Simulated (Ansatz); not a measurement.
The system is NaLaMnMoO6.

```xyz
20
Lattice="5.5573 0.0000 0.0000 0.0000 5.5979 0.0000 -0.0621 0.0000 8.0246" Properties=species:S:1:pos:R:3 pbc="T T T"
Na    4.1374    2.8870    4.0062
Na    1.3578    0.0880    4.0184
La    1.3670    5.3682    8.0196
La    4.1282    2.5692    0.0051
Mn    1.3605    2.7297    2.0549
Mn    4.1347    5.5286    5.9698
Mo    4.1822    5.5792    2.1739
Mo    1.3130    2.7803    5.8508
O     3.7116    5.4765    3.9370
O     0.1718    4.5353    2.2249
O     5.1705    1.6184    2.2490
O     2.6450    1.1737    1.5987
O     3.0127    4.1180    1.6113
O     4.6099    0.1018    0.0315
O     1.7837    2.6775    4.0877
O     5.3234    1.7363    5.7997
O     0.3247    4.4173    5.7756
O     2.8502    3.9726    6.4260
O     2.4825    1.3190    6.4134
O     0.8853    2.9007    7.9932
```

The cell was built by a generator and needn't be a form met in nature.

Base run:

| Item | Value |
| --- | --- |
| Program | Ansatz 0.2.0 |
| Functional | PBE |
| Potentials or basis | Ansatz PAW |
| Cutoff | 420 eV |
| Density cutoff | 1680 eV |
| k mesh | 5 × 5 × 4 |
| Occupations | fermi-dirac, width 0.05 eV |
| Spin | collinear spin, ferromagnetic start |
| Starting moments | [0.0, 0.0, 0.0, 0.0, 4.0, 4.0, 1.0, 1.0, 0.0, 0.0, 0.0, 0.0, 0.0, 0.0, 0.0, 0.0, 0.0, 0.0, 0.0, 0.0] μB |
| Hubbard terms | La f U = 4 eV, Mn d U = 4 eV, Mo d U = 4 eV |

Its results: band gap on the k mesh 1.09 eV, indirect (least direct gap 1.12 eV); pressure 2.6 GPa; net moment 10.00 μB per cell; site moments Na +0.00; La +0.00; Mn +4.04; Mo +0.16; O -0.01, -0.00, +0.00, +0.01, +0.03 μB; largest force 0.841 eV/Å.

Q: The run is repeated on the same cell with these changes: hubbard terms from La f U = 4 eV, Mn d U = 4 eV, Mo d U = 4 eV to La f U = 6 eV, Mn d U = 6 eV, Mo d U = 6 eV. What comes out?

A: Band gap on the k mesh 1.38 eV, indirect (least direct gap 1.40 eV); pressure 3.7 GPa; net moment 10.00 μB per cell; site moments Na -0.00; La +0.00; Mn +4.10; Mo +0.17; O -0.03, -0.02, -0.00, -0.01, +0.02 μB; largest force 1.079 eV/Å.

Caveats: the magnetic or orbital state may not be the lowest; odd divisions of the mesh miss points on the zone boundary, where band edges often lie, so the gap on the mesh can be too wide; spin-orbit coupling is left out, which moves the levels of the heavy elements; only a ferromagnetic start was run, and an antiferromagnetic order may lie lower in energy; the density of states is complete only up to the lowest level of the last band computed; forces of over 1 eV/Å show positions far from the minimum, so gaps and moduli don't describe the material at rest (some runs).

A k mesh can miss the band edges.

Not every run made on this cell is shown here.
